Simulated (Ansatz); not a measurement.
# C₂H₆Se, SMILES CC[SeH]: energies of removing a hydrogen

Computed with Ansatz 0.2.0, Python API.

At the Python prompt:
```pycon
>>> import ansatz
>>> def energy_of(molecule, charge=0, unpaired=0):
...     calc = (
...         molecule.calculation()
...         .basis(gaussian="def2-TZVP")
...         .functional("PBE")
...     )
...     if charge:
...         calc = calc.charge(charge)
...     if unpaired:
...         calc = calc.spin("collinear", total=unpaired)
...     return calc.run(threads=1, backend="cpu").report["free_energy_ev"]
...
>>> def without(molecule, index):
...     rest = ansatz.Crystal.molecule()
...     for i, site in enumerate(molecule.cartesian_sites):
...         if i != index:
...             rest = rest.atom(site.symbol, site.position_ang)
...     return rest
...
>>> geometry_ang = [
...     ("C", (-0.4172, 0.5714, -0.5579)),
...     ("C", (0.2306, -0.6716, -0.1549)),
...     ("Se", (1.4491, -0.322, 1.2885)),
...     ("H", (-1.0891, 0.4174, -1.4113)),
...     ("H", (0.2839, 1.3592, -0.9218)),
...     ("H", (-1.0446, 1.0457, 0.2816)),
...     ("H", (0.8223, -1.0806, -1.0141)),
...     ("H", (-0.4786, -1.3987, 0.1713)),
...     ("H", (0.3321, 0.033, 2.3015)),
... ]
>>> geometry = ansatz.Crystal.molecule()
>>> for symbol, xyz in geometry_ang:
...     geometry = geometry.atom(symbol, xyz)
...
>>> whole = energy_of(geometry, 0)
>>> hydrogen = energy_of(ansatz.Crystal.molecule().atom("H", (0, 0, 0)), 0, 1)
>>> print(f"E(molecule) = {whole:.5f} eV, E(H) = {hydrogen:.5f} eV")
E(molecule) = -67509.11524 eV, E(H) = -13.59523 eV
>>> for index in [5, 7, 8]:
...     radical = energy_of(without(geometry, index), 0, 1)
...     print(f"H{index}: homolysis {(radical + hydrogen - whole):.3f} eV")
...     anion = energy_of(without(geometry, index), -1)
...     print(f"H{index}: loss of a proton {(anion - whole):.3f} eV")
...
H5: homolysis 4.782 eV
H5: loss of a proton 18.051 eV
H7: homolysis 4.442 eV
H7: loss of a proton 17.613 eV
H8: homolysis 3.448 eV
H8: loss of a proton 15.352 eV
```

Total energies depend on the basis set; only differences at equal settings carry meaning. The geometry is a force-field or estimated start, not a minimum of this method, and the basis set is short of its limit. All parts are taken at fixed geometry, without zero-point energy. This functional overbinds, so such energies come out a few per cent too high (LDA far more). The spin-orbit lowering of heavy atoms is left out. Anions want diffuse functions, which this basis lacks. Run time: 58 s on 1 thread of Arm Neoverse V1, on a shared host, peak memory 0.34 GiB.
